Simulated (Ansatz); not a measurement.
# InRh: the cost of one run

Program: Ansatz 0.2.0. Level of theory: DFT LDA, scalar-relativistic, plane waves, PAW. These are calculated values, not measurements.

2 further runs of the same task are left out: 2 set aside as unsound or not needed.

### 1 Starting point

The structure is cubic, space group Pm-3m (No. 221). Conventional cell: a = 3.162 Å, b = 3.162 Å, c = 3.162 Å, α = 90.00°, β = 90.00°, γ = 90.00°. In (site symmetry m-3m) has 8 Rh at 2.74 Å as nearest neighbours. Rh (site symmetry m-3m) is surrounded by 8 In at 2.74 Å.

As a file:

```cif
data_structure
_symmetry_space_group_name_H-M 'P 1'
_symmetry_Int_Tables_number 1
_cell_length_a 3.1616
_cell_length_b 3.1616
_cell_length_c 3.1616
_cell_angle_alpha 90.000
_cell_angle_beta 90.000
_cell_angle_gamma 90.000
_cell_volume 31.60
loop_
_atom_site_label
_atom_site_type_symbol
_atom_site_fract_x
_atom_site_fract_y
_atom_site_fract_z
_atom_site_occupancy
In1 In 0.50000 0.50000 0.50000 1
Rh1 Rh 0.00000 0.00000 0.00000 1
```

This cell was relaxed beforehand with the same method: volume 15.80 Å³/atom, gap on the mesh none (metal).

### 2 The cell under 3 GPa

At a set pressure the run lowers the enthalpy E + PV, so the energy alone may rise along the way.

input.yaml reads:

```yaml
crystal:
  lattice:
    - [3.1616359611, 0.0, 0.0]
    - [0.0, 3.1616359611, 0.0]
    - [0.0, 0.0, 3.1616359611]
  atoms:
    - { symbol: In, position: [0.5, 0.5, 0.5] }
    - { symbol: Rh, position: [0.0, 0.0, 0.0] }
basis:
  ecutwfc: 420
kpoints:
  mp_grid: { grid: [14, 14, 14] }
hamiltonian:
  xc: lda
scf:
  occupations: { method: fermi_dirac, width: 0.15 }
output:
  forces: true
  stress: true
  eigenvalues: true
relax:
  adjacent_minimum: "off"
  f_tol: 0.001
  max_steps: 60
  cell: { stress_tol: 0.02, p_target: 3.0 }
```

The run is started by

```bash
ansatz run input.yaml --threads 1 --pin off --max-ram 3072MiB --backend cpu --events-out ev --progress --plain --runs-dir out
```

Q: Estimate wall time and peak memory on 1 thread of Arm Neoverse V2, shared host.

About 19 s, with a peak of 0.35 GiB.
